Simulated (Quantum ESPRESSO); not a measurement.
# Tm under changes of volume

One of the cells (29.451 Å³/atom); the others are scaled copies at fixed shape and fractional positions:

```
Tm
1.0
     3.48941    0.00000    0.00000
    -1.74471    3.02192    0.00000
     0.00000    0.00000   11.17199
Tm
4
Direct
  0.66667 0.33333 0.75000
  0.00000 0.00000 0.50000
  0.33333 0.66667 0.25000
  0.00000 0.00000 0.00000
```

- Program: Quantum ESPRESSO 7.5
- Functional: PBEsol
- Potentials or basis: SSSP 1.3 efficiency PBE
- Cutoff: 748 eV
- Density cutoff: 5987 eV
- k mesh: 9 × 9 × 3
- Occupations: fermi-dirac, width 0.05 eV
- Spin: collinear spin, ferromagnetic start
- Starting moments: [2.0, 2.0, 2.0, 2.0] μB

| volume (Å³/atom) | energy over the lowest point (meV/atom) | pressure (GPa) | moment (μB per cell) |
| --- | --- | --- | --- |
| 28.249 | 13.40 | 2.1 | 4.21 |
| 28.850 | 6.76 | 1.4 | 4.18 |
| 29.451 | ? | ? | ? |
| 30.052 | 0.24 | 0.3 | 4.12 |
| 30.654 | 0.00 | -0.2 | 4.09 |

Problem. What does the run at 29.451 Å³/atom give?

Solution. Energy over the lowest point 2.45 meV/atom; pressure 0.8 GPa; moment 4.14 μB per cell.

Worked out: A Birch-Murnaghan fit of order 2 (a polynomial in V^(-2/3)) to the other rows has its minimum at 30.44 Å³/atom with B0 = V·E''(V) = 24 GPa at fixed shape and positions, which overstates the stiffness. It gives 2.44 meV/atom at 29.451 Å³/atom, against the run's 2.45, and -dE/dV = 0.9 GPa, against 0.8. A straight line through the other rows of the moment, of slope -0.0499 μB per Å³/atom, gives 4.15 μB, against the run's 4.14.

Energies are extrapolated to zero smearing.

Caveats: the potentials were made for another functional, which shifts forces and pressure; the magnetic or orbital state may not be the lowest.
